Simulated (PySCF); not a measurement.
# RbZn: bond curves at several levels of theory

One table from this session's results is given with a row withheld; the runs are named, their logs left out.

Program: PySCF 2.14.0. Level of theory: Rb def2-SVP with ECP28, Zn def2-SVP, scalar-relativistic core potentials. These are calculated values, not measurements.

The first run:

The job is set up so:

```
atoms                         : Rb, Zn
charge                        : 0
basis                         : Rb def2-SVP with ECP28, Zn def2-SVP
Hamiltonian                   : scalar-relativistic core potentials
basis functions               : 55
electrons treated             : 39
masses in u                   : 84.9118, 63.9291
levels                        : PBE0, PBE, r²SCAN, TPSSh, TPSS, LDA, CAM-B3LYP, HF, MP2, SCS-MP2
grid                          : 80 radial by 434 angular points
occupations                   : held fixed by the projection of orbital angular momentum
dissociation limit            : Rb + Zn, each in its ground configuration
starting distance in angstrom : 3.250
values of 2S to try           : 1, 3
```

Command:

```sh
OMP_NUM_THREADS=1 python dia.py task.json out
```

Among the steps run: The job; The PBE0 curve of the state that the search chose; Excited determinants; PBE (GGA); r²SCAN (meta-GGA); TPSSh; TPSS; LDA (local density); CAM-B3LYP; UHF (mean field).

One table of the session follows, with a row left open; its other results are not shown here.

It belongs to the step «The curves together». Energy (eV) from each level's lowest point:

| R (Å) | UHF | UHF-MP2 | UHF-SCS-MP2 | LDA | PBE |
| --- | --- | --- | --- | --- | --- |
| 3.567 | 0.199 | 0.087 | 0.105 | 0.003 | 0.028 |
| 3.733 | ? | ? | ? | ? | ? |
| 3.899 | 0.100 | 0.034 | 0.045 | 0.006 | 0.001 |
| 4.024 | 0.078 | 0.023 | 0.032 | 0.014 | 0.000 |
| 4.148 | 0.061 | 0.015 | 0.022 | 0.023 | 0.002 |
| 4.272 | 0.047 | 0.009 | 0.015 | 0.034 | 0.006 |
| 4.438 | 0.033 | 0.004 | 0.008 | 0.048 | 0.013 |
| 4.646 | 0.020 | 0.001 | 0.003 | 0.065 | 0.022 |
| 4.895 | 0.009 | 0.000 | 0.000 | 0.085 | 0.035 |
| 5.226 | 0.000 | 0.002 | 0.000 | 0.108 | 0.050 |

**Question.** Estimate the row for R (Å) = 3.733.

Worked estimate for «UHF». A straight line through the neighbours (3.567, 0.199) and (3.899, 0.100) gives 0.199 + (0.100 − 0.199) × (3.733 − 3.567) / (3.899 − 3.567) = 0.150; a parabola fitted to 3 rows on both sides gives 0.142.

The run gave: UHF: 0.141; UHF-MP2: 0.055; UHF-SCS-MP2: 0.069; LDA: 0.000; PBE: 0.008. In «UHF» the line misses by +0.009 and the parabola by +0.001.

To keep in mind: The bond is weak, and basis-set superposition, which was not computed, may be a sizeable part of it.
